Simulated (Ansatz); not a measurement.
# SnO3: the cost of one run

Computed with Ansatz 0.2.0 (DFT PBE, scalar-relativistic, plane waves, PAW, unless a step's input says otherwise).

## (1) The starting structure

Symmetry: Pm-3n, No. 223, cubic system. The conventional cell has a = 4.664 Å, b = 4.664 Å, c = 4.664 Å, α = 90.00°, β = 90.00°, γ = 90.00°. Around Sn (site symmetry m-3) lie 12 O at 2.61 Å. Around O (site symmetry -4m2) lie 2 O at 2.33 Å and 4 Sn at 2.61 Å.

As a file:

```cif
data_structure
_symmetry_space_group_name_H-M 'Pm-3n'
_symmetry_Int_Tables_number 223
_cell_length_a 4.6643
_cell_length_b 4.6643
_cell_length_c 4.6643
_cell_angle_alpha 90.000
_cell_angle_beta 90.000
_cell_angle_gamma 90.000
_cell_volume 101.47
loop_
_atom_site_label
_atom_site_type_symbol
_atom_site_symmetry_multiplicity
_atom_site_Wyckoff_symbol
_atom_site_fract_x
_atom_site_fract_y
_atom_site_fract_z
_atom_site_occupancy
Sn1 Sn 2 a 0.50000 0.50000 0.50000 1
O1 O 6 c 0.50000 0.25000 0.00000 1
```

A structure generator made this guess: species swapped into a database cell of Mo3Ir (Pm-3n, No. 223), with O on the Mo sites and Sn on the Ir sites. Lengths come from tabulated atomic sizes and are only a guess.

## (2) The guess as it stands, on a coarse mesh

File input.yaml:

```yaml
crystal:
  lattice:
    - [4.66426842, 0.0, 0.0]
    - [0.0, 4.66426842, 0.0]
    - [0.0, 0.0, 4.66426842]
  atoms:
    - { symbol: Sn, position: [0.5, 0.5, 0.5] }
    - { symbol: Sn, position: [0.0, 0.0, 0.0] }
    - { symbol: O, position: [0.5, 0.25, 0.0] }
    - { symbol: O, position: [0.5, 0.75, 0.0] }
    - { symbol: O, position: [0.25, 0.0, 0.5] }
    - { symbol: O, position: [0.75, 0.0, 0.5] }
    - { symbol: O, position: [0.0, 0.5, 0.25] }
    - { symbol: O, position: [0.0, 0.5, 0.75] }
basis:
  ecutwfc: 420
kpoints:
  mp_grid: { grid: [4, 4, 4] }
hamiltonian:
  xc: pbe
scf:
  occupations: { method: gaussian, width: 0.1 }
  lower_state_search: "off"
output:
  forces: true
  stress: true
  eigenvalues: true
```

Started as:

```sh
> ansatz run input.yaml --threads 1 --pin off --max-ram 2560MiB --backend cpu --events-out ev --progress --plain --runs-dir out
```

What time and memory should one allow on 1 thread of Intel Xeon Platinum 8375C at 2.90GHz (Ice Lake), shared host?

About 1.9 s, with a peak of 0.4 GiB.
